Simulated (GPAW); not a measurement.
The system is TiSn.

```xyz
2
Lattice="0.0000 2.8005 2.8005 2.8005 0.0000 2.8005 2.8005 2.8005 0.0000" Properties=species:S:1:pos:R:3 pbc="T T T"
Ti    0.0000    0.0000    0.0000
Sn    2.8005    2.8005    2.8005
```

The cell was built by a generator and needn't be a form met in nature.

Base run:

```yaml
Program: GPAW 26.7.0
Functional: TPSS
Potentials_or_basis: GPAW PAW data sets (gpaw-data 1.2.1)
Cutoff: 600 eV
Basis: pw
k_mesh: 8 × 8 × 8
Occupations: fermi-dirac, width 0.05 eV
Spin: no spin polarisation
```

Its results: pressure -2.0 GPa.

Task: The run is repeated on the same cell with these changes: functional from TPSS to r2SCAN. What comes out?

Result: Pressure -1.0 GPa.

Caveats: the PAW data sets were made with another functional, which shifts forces and pressure a little.
